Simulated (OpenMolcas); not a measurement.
# N²⁺: RASSCF and RASPT2 terms and fine-structure levels

Which level of N²⁺ lies lowest, and where do the others fall? The reference wave functions come first, then spin-orbit coupling, then second-order correlation under several settings.

Method: state-averaged RASSCF and RASPT2, spin-orbit coupling by RASSI with atomic mean-field integrals. Code: OpenMolcas 26.06.

### Step 1. Starting point

| Property | Result |
| --- | --- |
| Species | N²⁺ (nitrogen, Z = 7, 5 electrons) |
| Basis | ANO-RCC-VTZP [4s3p2d1f], 30 functions |
| Scalar Hamiltonian | DKH2, point nucleus |
| Inactive shells | 1s |
| Active space | 3 electrons in 9 orbitals (RAS2 2s 2p; RAS3 3d, at most 2 electrons) |
| Some configurations of this space | 2p3, 2s 2p2, 2s2 2p |
| Orbitals | optimised for each spin and parity, averaged over the low roots |

Outer shells as boxes (Hund's rule):

2p3
```
2p [↑ ][↑ ][↑ ]
```

2s 2p2
```
2s [↑ ]
2p [↑ ][↑ ][  ]
```

2s2 2p
```
2s [↑↓]
2p [↑ ][  ][  ]
```

Each step is its own input file, run in one work folder so that later steps find the files of earlier ones. Labels, J, g values, rates, χT and fits are worked out afterwards by a script from the matrices that RASSI stores.

### Step 2. Basis and integrals

a.inp

```
&GATEWAY
Coord
1

N 0.0 0.0 0.0
Basis=ANO-RCC-VTZP
Group=XYZ
NoMove
AngMom=0.0 0.0 0.0
AMFI
&SEWARD
```

### Step 3. A small preliminary run for start orbitals

a.inp

```
&RASSCF
FileOrb=start.orb
Symmetry=2
Spin=4
nActEl=3 0 0
Inactive=1 0
Ras2=1 3
CIRoot=1 1 1
SDav=1
CIMx=300
Iter=120 100
PrWF=0.3
OrbListing=Nothing
MaxOrb=0
Atom
>>> COPY $Project.JobIph JOBPRE
```

### Step 4. Reference wave functions, quartets of odd parity, 1 root

a.inp

```
&RASSCF
FileOrb=start.orb
Symmetry=2
Spin=4
nActEl=3 0 2
Inactive=1 0
Ras2=1 3
Ras3=5 0
CIRoot=1 1 1
SDav=46
CIMx=300
Iter=120 100
PrWF=0.3
OrbListing=Nothing
MaxOrb=0
Thrs=2.0e-7 1.0e-1 5.0e-4
Atom
>>> COPY $Project.JobIph JOB001
```

### Step 5. RASSCF: doublets of odd parity, 11 roots

a.inp

```
&RASSCF
FileOrb=start.orb
Symmetry=2
Spin=2
nActEl=3 0 2
Inactive=1 0
Ras2=1 3
Ras3=5 0
CIRoot=11 11 1
SDav=116
CIMx=300
Iter=120 100
PrWF=0.3
OrbListing=Nothing
MaxOrb=0
Thrs=2.0e-7 1.0e-1 5.0e-4
Atom
>>> COPY $Project.JobIph JOB002
```

### Step 6. Reference wave functions, quartets of even parity, 3 roots

a.inp

```
&RASSCF
FileOrb=start.orb
Symmetry=1
Spin=4
nActEl=3 0 2
Inactive=1 0
Ras2=1 3
Ras3=5 0
CIRoot=3 3 1
SDav=28
CIMx=300
Iter=120 100
PrWF=0.3
OrbListing=Nothing
MaxOrb=0
Thrs=2.0e-7 1.0e-1 5.0e-4
Atom
>>> COPY $Project.JobIph JOB003
```

### Step 7. RASSCF: doublets of even parity, 9 roots

a.inp

```
&RASSCF
FileOrb=start.orb
Symmetry=1
Spin=2
nActEl=3 0 2
Inactive=1 0
Ras2=1 3
Ras3=5 0
CIRoot=9 9 1
SDav=84
CIMx=300
Iter=120 100
PrWF=0.3
OrbListing=Nothing
MaxOrb=0
Thrs=2.0e-7 1.0e-1 5.0e-4
Atom
>>> COPY $Project.JobIph JOB004
```

### Step 8. State interaction with spin-orbit coupling

a.inp

```
&RASSI
NrOfJobIphs=4 1 11 3 9
1
1 2 3 4 5 6 7 8 9 10 11
1 2 3
1 2 3 4 5 6 7 8 9
IphNames
JOB001
JOB002
JOB003
JOB004
EJob
SpinOrbit
DIPRint=1.0
SOCoupling=1000.0
Subsets=2
MEES
Property=10
'ANGMOM' 1 'ANGMOM' 2 'ANGMOM' 3 'MLTPL  1' 1 'MLTPL  1' 2 'MLTPL  1' 3
'AMFI' 1 'AMFI' 2 'AMFI' 3 'MLTPL  2' 6
SOProperty=3
'ANGMOM' 1 'ANGMOM' 2 'ANGMOM' 3
```

### Step 9. CASPT2: IPEA 0.25, imaginary shift 0.1 (closed shells correlated: 1s)

a.inp

```
>>> COPY JOB001 $Project.JobIph
&CASPT2
Multistate=1 1
Frozen=0 0
IPEA=0.25
Imaginary=0.1
MaxIter=60
WThr=0.0 0.3 0.05
PrWF=0.5
NoMix
>>> COPY JOB002 $Project.JobIph
&CASPT2
Multistate=11 1 2 3 4 5 6 7 8 9 10 11
Frozen=0 0
IPEA=0.25
Imaginary=0.1
MaxIter=60
WThr=0.0 0.3 0.05
PrWF=0.5
NoMix
>>> COPY JOB003 $Project.JobIph
&CASPT2
Multistate=3 1 2 3
Frozen=0 0
IPEA=0.25
Imaginary=0.1
MaxIter=60
WThr=0.0 0.3 0.05
PrWF=0.5
NoMix
>>> COPY JOB004 $Project.JobIph
&CASPT2
Multistate=9 1 2 3 4 5 6 7 8 9
Frozen=0 0
IPEA=0.25
Imaginary=0.1
MaxIter=60
WThr=0.0 0.3 0.05
PrWF=0.5
NoMix
```

### Step 10. CASPT2: IPEA 0, imaginary shift 0.1 (closed shells correlated: 1s)

a.inp: that of step 9 with these lines changed.

```diff
@@ -4,3 +4,3 @@
 Frozen=0 0
-IPEA=0.25
+IPEA=0.0
 Imaginary=0.1
@@ -14,3 +14,3 @@
 Frozen=0 0
-IPEA=0.25
+IPEA=0.0
 Imaginary=0.1
@@ -24,3 +24,3 @@
 Frozen=0 0
-IPEA=0.25
+IPEA=0.0
 Imaginary=0.1
@@ -34,3 +34,3 @@
 Frozen=0 0
-IPEA=0.25
+IPEA=0.0
 Imaginary=0.1
```

### Step 11. CASPT2: IPEA 0.25, imaginary shift 0.1 (closed shells correlated: 1s), extended multistate

a.inp

```
>>> COPY JOB001 $Project.JobIph
&CASPT2
Multistate=1 1
Frozen=0 0
IPEA=0.25
Imaginary=0.1
MaxIter=60
WThr=0.0 0.3 0.05
PrWF=0.5
NoMix
>>> COPY JOB002 $Project.JobIph
&CASPT2
XMultistate=11 1 2 3 4 5 6 7 8 9 10 11
Frozen=0 0
IPEA=0.25
Imaginary=0.1
MaxIter=60
WThr=0.0 0.3 0.05
PrWF=0.5
NoMix
>>> COPY JOB003 $Project.JobIph
&CASPT2
XMultistate=3 1 2 3
Frozen=0 0
IPEA=0.25
Imaginary=0.1
MaxIter=60
WThr=0.0 0.3 0.05
PrWF=0.5
NoMix
>>> COPY JOB004 $Project.JobIph
&CASPT2
XMultistate=9 1 2 3 4 5 6 7 8 9
Frozen=0 0
IPEA=0.25
Imaginary=0.1
MaxIter=60
WThr=0.0 0.3 0.05
PrWF=0.5
NoMix
```

(Steps that only read results are left out.)

What does the calculation give? Wanted: lowest level; first excited level; lowest level of another term; spin-orbit lowering of the lowest level; strongest of the lines computed, by gA, at RASSCF energies.

The runs gave:

| quantity | value |
| --- | --- |
| method | SS-RASPT2, IPEA 0.25, imaginary shift 0.1 (closed shells correlated: 1s) |
| lowest level | 2s2 2p 2P* 1/2, 100 % of that term, g = 0.666 |
| ground level listed by NIST | 2P°1/2 |
| first excited level | 2s2 2p 2P* 3/2 at 156 cm-1 |
| lowest level of another term | 2s 2p2 4P 1/2 at 56360 cm-1 |
| spin-orbit lowering of the lowest level | 104 cm-1 |
| strongest of the lines computed, by gA, at RASSCF energies | 2s 2p2 2P 3/2 → 2s2 2p 2P* 3/2, 66.89 nm, A = 5.06e+09 s⁻¹ |

What each method costs and misses:

| method | time of its own steps | time with the reference | mean absolute difference from the measured levels (cm-1) |
| --- | --- | --- | --- |
| A. RASSCF | 28 s | 28 s | 3100 |
| B. SS-RASPT2, IPEA 0.25, imaginary shift 0.1, +1s | 13 s | 41 s | 800 |
| C. SS-RASPT2, IPEA 0, imaginary shift 0.1, +1s | 12 s | 40 s | 740 |
| D. XMS-RASPT2, IPEA 0.25, imaginary shift 0.1, +1s | 12 s | 40 s | 880 |

Times are of one thread on a shared host.

**Reading.** The multiplet 2P* is regular. Method C lies closest to the measured levels (740 cm⁻¹ on average) and A farthest (3100). Only the configurations of the active space and the roots asked for are present. Not all states of the active space went into the spin-orbit step. The levels of the extra active shells were not computed. Only valence configurations of the active space appear, up to the ionisation limit; * or ° marks odd parity.
